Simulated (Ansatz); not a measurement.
**Al2GaSb3: the cell at several levels of theory**

Aim: relax Al2GaSb3 as one 6-atom ordering (Imm2) on the zincblende lattice with PBE and r2SCAN and see how far the functionals disagree on the cell. This is a trial cell built on a prototype, not taken from a measured structure, and it needn't be the compound's ground state.

Program: Ansatz 0.2.0. PAW datasets, plane waves, zero pressure. No spin polarisation and no zero-point or thermal motion; the cell was built from a prototype and may be hypothetical.

### 1 The structure to begin with

This is the cell as the run starts from it, not yet at rest; its lengths are not the crystal's.

Space group Imm2 (No. 44), orthorhombic; a = 4.196 Å, b = 12.589 Å, c = 5.935 Å in the conventional setting, 26.13 Å³ an atom. Near Al stand 4 Sb at 2.57 Å; near Sb stand 3 Al at 2.57 Å and 1 Ga at 2.57 Å; near Ga stand 4 Sb at 2.57 Å; near Sb stand 2 Ga at 2.57 Å and 2 Al at 2.57 Å.

Coordinates:

Space group Imm2 (No. 44). a = 4.196 Å, b = 12.589 Å, c = 5.935 Å, α = 90.00°, β = 90.00°, γ = 90.00°
| atom | site | symmetry | x | y | z |
| --- | --- | --- | --- | --- | --- |
| Al | 4d | m.. | 0.5000 | 0.1667 | 0.5000 |
| Sb | 4d | m.. | 0.0000 | 0.1667 | 0.2500 |
| Ga | 2a | mm2 | 0.0000 | 0.0000 | 0.0000 |
| Sb | 2b | mm2 | 0.5000 | 0.0000 | 0.7500 |

### 2 Relaxing with PBE

File input.yaml:

```yaml
crystal:
  lattice:
    - [-2.0981784806, 6.2945354417, 2.9672724635]
    - [2.0981784806, -6.2945354417, 2.9672724635]
    - [2.0981784806, 6.2945354417, -2.9672724635]
  atoms:
    - { symbol: Al, position: [0.6666666667, 1.0, 0.6666666667] }
    - { symbol: Sb, position: [0.4166666667, 0.25, 0.1666666667] }
    - { symbol: Al, position: [0.3333333333, 0.0, 0.3333333333] }
    - { symbol: Sb, position: [0.0833333333, 0.25, 0.8333333333] }
    - { symbol: Ga, position: [0.0, 0.0, 0.0] }
    - { symbol: Sb, position: [0.75, 0.25, 0.5] }
kpoints:
  mp_grid: { grid: [6, 6, 6] }
hamiltonian:
  xc: pbe
scf:
  occupations: { method: fermi_dirac, width: 0.02 }
relax:
  f_tol: 0.005
  cell: {}
output:
  write_density: true
  write_potential: true
  elf: true
  volumetric_format: npy
```

On the command line:

```bash
$ ansatz run input.yaml --threads 4 --pin off --max-ram 6451MiB --backend cpu --events-out ev --progress --plain --runs-dir out
```

Further steps of the session: Relaxing with r2SCAN.

**Question.** What will these runs give? Wanted: for each run, a; b; c; volume; space group; SCF geometries.

**Answer**, as computed:

| level | a (Å) | b (Å) | c (Å) | volume (Å³/atom) | space group | SCF geometries |
| --- | --- | --- | --- | --- | --- | --- |
| PBE | 4.404 | 13.195 | 6.212 | 30.084 | Imm2 | 5 |
| r2SCAN | 4.363 | 13.075 | 6.158 | 29.271 | Imm2 | 5 |

The first relaxation changed the volume by +15.1 % from the start. r2SCAN gives the smallest cell and PBE the largest; they differ by 2.8 % in volume, a mean of 0.9 % in length.
